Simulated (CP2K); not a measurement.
**Cu3O2 under changes of volume**

One of the cells (12.027 Å³/atom); the others are scaled copies at fixed shape and fractional positions:

```
CELL_PARAMETERS angstrom
4.65622 0.00000 0.00000
1.14053 4.51437 0.00000
-2.89837 -2.25719 2.86093
ATOMIC_POSITIONS crystal
Cu 0.00000 0.00000 0.00000
Cu 0.75000 0.25000 0.50000
Cu 0.25000 0.75000 0.50000
O 0.50000 0.00000 0.50000
O 0.00000 0.50000 0.50000
```

The cell comes from a database or a generator and needn't be the stable form of this composition.

* Program: CP2K 2026.2
* Functional: PBE
* Potentials or basis: POTENTIAL_UZH Cu GTH-PBE-q11, O GTH-PBE-q6; TZVP-MOLOPT-PBE-GTH basis
* Density cutoff: 8163 eV
* k mesh: 9 × 9 × 9
* Occupations: fermi-dirac, width 0.05 eV
* Spin: no spin polarisation

```csv
volume (Å³/atom),energy over the lowest point (meV/atom),pressure (GPa),largest force (eV/Å)
11.306,37.17,13.2,0.002
11.546,?,?,?
11.787,8.82,6.0,0.000
12.027,2.24,2.9,0.000
12.268,0.00,0.2,0.000
12.508,1.64,-2.3,0.018
12.749,6.75,-4.4,0.000
```

Problem. What does the run at 11.546 Å³/atom give?

Solution. Energy over the lowest point 20.27 meV/atom; pressure 9.4 GPa; largest force 0.000 eV/Å.

Worked out: A Birch-Murnaghan fit of order 3 (a polynomial in V^(-2/3)) to the other rows has its minimum at 12.28 Å³/atom with B0 = V·E''(V) = 131 GPa and B' = 4.8 at fixed shape and positions, which overstates the stiffness. It gives 20.29 meV/atom at 11.546 Å³/atom, against the run's 20.27, and -dE/dV = 9.4 GPa, against 9.4.

Energies are extrapolated to zero smearing.

Caveats: the basis of atomic orbitals isn't converged, which shifts pressures, moduli and gaps; an odd number of electrons without spin polarisation forces a metal; a magnetic or distorted state may lie lower; the run has no spin polarisation, though such a crystal can be magnetic.
